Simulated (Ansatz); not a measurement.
# C₂H₅NSi, SMILES C=C=N[SiH3]: a rigid scan of one bond length

Program: the Ansatz DFT code, driven from Python.

The cells in order, each with its output:

**Cell 1**
```python
import ansatz as az
import numpy as np
```

**Cell 2**
```python
GEOMETRY = """
C     0.26850    2.01070   -0.97890
C     0.21120    0.84340   -0.52770
N     0.18100   -0.24520   -0.12450
Si   -0.13030   -1.65510    0.79980
H    -0.37090    2.30300   -1.87690
H     0.82660    2.83430   -0.52240
H     0.72540   -2.77460    0.42000
H    -1.57380   -2.01180    0.50260
H    -0.04910   -1.35100    2.29090
"""
```

**Cell 3**
```python
geometry = az.Crystal.molecule()
for line in GEOMETRY.strip().splitlines():
    symbol, *xyz = line.split()
    geometry = geometry.atom(symbol, [float(v) for v in xyz])

symbols = [site.symbol for site in geometry.cartesian_sites]
start = np.array([site.position_ang for site in geometry.cartesian_sites])
axis = (start[7] - start[3]) / np.linalg.norm(start[7] - start[3])
moving = [7]
lengths, energies = [1.334, 1.395, 1.456, 1.516, 1.577, 1.638, 1.698, 1.789], []
for length in lengths:
    xyz = start.copy()
    xyz[moving] += (length - np.linalg.norm(start[7] - start[3])) * axis
    point = az.Crystal.molecule()
    for symbol, place in zip(symbols, xyz):
        point = point.atom(symbol, place.tolist())
    calculation = point.calculation().basis(gaussian="def2-SVP").correlation("mp2")
    summary = calculation.run(threads=1).report
    energies.append(summary["free_energy_ev"])
    print(f"r = {length:6.3f} A  E = {energies[-1]:.5f} eV  <S^2> = {abs(summary['mean_field']['state']['spin_squared']):.3f}")
```
Output:
```text
r =  1.334 A  E = -11491.14075 eV  <S^2> = 0.000
r =  1.395 A  E = -11491.32026 eV  <S^2> = 0.000
r =  1.456 A  E = -11491.39627 eV  <S^2> = 0.000
r =  1.516 A  E = -11491.39271 eV  <S^2> = 0.000
r =  1.577 A  E = -11491.32794 eV  <S^2> = 0.000
r =  1.638 A  E = -11491.21634 eV  <S^2> = 0.000
r =  1.698 A  E = -11491.07234 eV  <S^2> = 0.000
r =  1.789 A  E = -11490.80848 eV  <S^2> = 0.000
```

**Cell 4**
```python
# quartic fit about the minimum
fit = np.polynomial.Polynomial.fit(lengths, np.array(energies) - min(energies), 4).convert()
roots = [r.real for r in fit.deriv().roots() if abs(r.imag) < 1e-9 and fit.deriv(2)(r.real) > 0]
r_e = min(roots, key=lambda r: abs(r - lengths[int(np.argmin(energies))]))
print(f"minimum of the fit at {r_e:.4f} A, force constant {fit.deriv(2)(r_e):.2f} eV/A^2")
```
Output:
```text
minimum of the fit at 1.4823 A, force constant 19.29 eV/A^2
```

Total energies depend on the basis set; only differences at equal settings carry meaning. The rest of the molecule is held rigid at a force-field or estimated start geometry, and the basis set is modest; single-reference methods fail as a bond breaks. The orbitals are restricted, so S² is zero by construction. S² is that of the Hartree-Fock reference. Hardware and time: 8.2 s on 1 thread of Arm Neoverse V1, on a shared host, peak memory 0.2 GiB.

(Lines on the test bed's own set-up are left out of the output.)
